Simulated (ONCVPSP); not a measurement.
# Germanium: generating and testing an ONCV potential

Do these settings give a usable potential? It is generated, then checked for transferability, scattering, ghosts and hardness.

Method: ONCVPSP 4.0.1.1 (patched build), PBEsol, scalar-relativistic.

**1. The atom and the settings**

Typed settings, in words:

* element: germanium (Ge, Z = 32)
* type: optimised norm-conserving Vanderbilt (ONCV)
* frozen core: [Ar]
* valence charge: 14
* reference configuration: 3d10 4s2 4p1 (charge +1)
* partial waves: 4s: rc 1.45 bohr, ncon 4, nbas 9, qcut 4.5 1/bohr, 2 projectors, debl 0.7 Ha; 4p: rc 2.15 bohr, ncon 3, nbas 7, qcut 3.7 1/bohr, 2 projectors, debl 2.7 Ha; 3d: rc 0.70 bohr, ncon 4, nbas 8, qcut 19.5 1/bohr, 1 projector; f scattering state at 0.39 Ha: rc 2.25 bohr, ncon 4, nbas 7, qcut 4.9 1/bohr, 1 projector
* local potential: polynomial inside 0.60 bohr (lpopt 5, dvloc0 3 Ha)
* core correction: polynomial model core, fcfact 0.3

The outer shells as boxes (Hund's rule for the drawing; the calculation is spin-unpolarised):

```
[Ar] core
3d [↑↓][↑↓][↑↓][↑↓][↑↓]
4s [↑↓]
4p [↑ ][  ][  ]
```

The nodes and maxima of the atom's own shells, from an earlier all-electron run, set the scale for the radii.

All-electron outer shells of the reference configuration (PBEsol, scalar-relativistic, ld1.x):

```csv
shell,level (eV),outermost node (bohr),outermost maximum (bohr)
3s,-177.16,0.26,0.54
3p,-124.47,0.23,0.54
3d,-38.34,–,0.50
4s,-19.89,0.77,1.71
4p,-11.26,0.82,2.08
```

**2. Generation**

Contents of Ge.dat:

```
# ATOM AND REFERENCE CONFIGURATION
# atsym  z   nc   nv     iexc    psfile
  Ge 32.00    5    3  -116133      upf
#
#   n    l    f
    1    0    2.00
    2    0    2.00
    2    1    6.00
    3    0    2.00
    3    1    6.00
    3    2   10.00
    4    0    2.00
    4    1    1.00
#
# PSEUDOPOTENTIAL AND OPTIMIZATION
# lmax
    3
#
#   l,   rc,      ep,       ncon, nbas, qcut
    0    1.45    0.00    4    9    4.50
    1    2.15    0.00    3    7    3.70
    2    0.70    0.00    4    8   19.50
    3    2.25    0.39    4    7    4.90
#
# LOCAL POTENTIAL
# lloc, lpopt,  rc(5),   dvloc0
    4    5    0.60    3.00
#
# VANDERBILT-KLEINMAN-BYLANDER PROJECTORs
# l, nproj, debl
    0    2    0.70
    1    2    2.70
    2    1    3.30
    3    1    3.50
#
# MODEL CORE CHARGE
# icmod, fcfact, rcfact
    1    0.30    0.00
#
# LOG DERIVATIVE ANALYSIS
# epsh1, epsh2, depsh
   -3.00    5.00    0.02
#
# OUTPUT GRID
# rlmax, drl
    6.00    0.01
#
# TEST CONFIGURATIONS
# ncnf
    4
# nvcnf
#   n    l    f
    3
    3    2   10.00
    4    0    2.00
    4    1    2.00
#
    3
    3    2   10.00
    4    0    2.00
    4    1    0.00
#
    3
    3    2   10.00
    4    0    1.00
    4    1    0.00
#
    3
    3    2   10.00
    4    0    0.00
    4    1    0.00
#
```

Run with:

```console
$ oncvpsp.x < Ge.dat > Ge.out
```

Before running it: what results should come out? Wanted: cutoffs for 1 and 0.1 mHa per electron, occupied waves; bound ghosts; GHOST(+) flags; largest test error; largest phase difference near zero energy, channels read; rms error of d²Exc/dn², without and with the model core; projector energies reset by the program.

The runs gave:

| quantity | value |
| --- | --- |
| cutoffs for 1 and 0.1 mHa per electron, occupied waves | 168 Ha and 193 Ha |
| bound ghosts | s at -147.11 eV |
| GHOST(+) flags | s at 485 eV, p at -3 eV, f at 29 eV |
| largest test error (AE − PS) | -6.9 meV, for 3d10 4s2 4p0 (2 tests unsolved) |
| largest phase difference near zero energy, channels read | 3.140 rad |
| rms error of d²Exc/dn², without and with the model core | 7.08 and 3.41 mHa |
| projector energies reset by the program | s: -0.731, 0.250 Ha |

A bound ghost (s) makes it unfit for use: electrons can fall into a state that the atom doesn't have. By total energies transferability is good where solved: the largest error is 6.9 meV on 15.4 eV, for 3d10 4s2 4p0. Atomic tests can pass in spite of a ghost, since they solve only for the levels asked. Of the tests 2 gave no usable energy difference, which is a warning in itself. By its cutoff, 168 Ha for the looser tolerance, it is very hard. At the looser tolerance the 3d wave is the slowest; 4s needs 9 Ha. Near zero energy the largest phase difference among the channels read is 3.14 rad, in the p channel (at the energies tabulated). A step near π is an extra or missing state, not a misfit of shape. The pseudo curves have poles with no partner nearby in the atom's: p at -0.12 Ha, f at 1.04 Ha. At positive energy that is a spurious or a displaced resonance. The program also flags highly localised states, GHOST(+) (s, p, f). These are tests on the free atom; a crystal test is still owed.
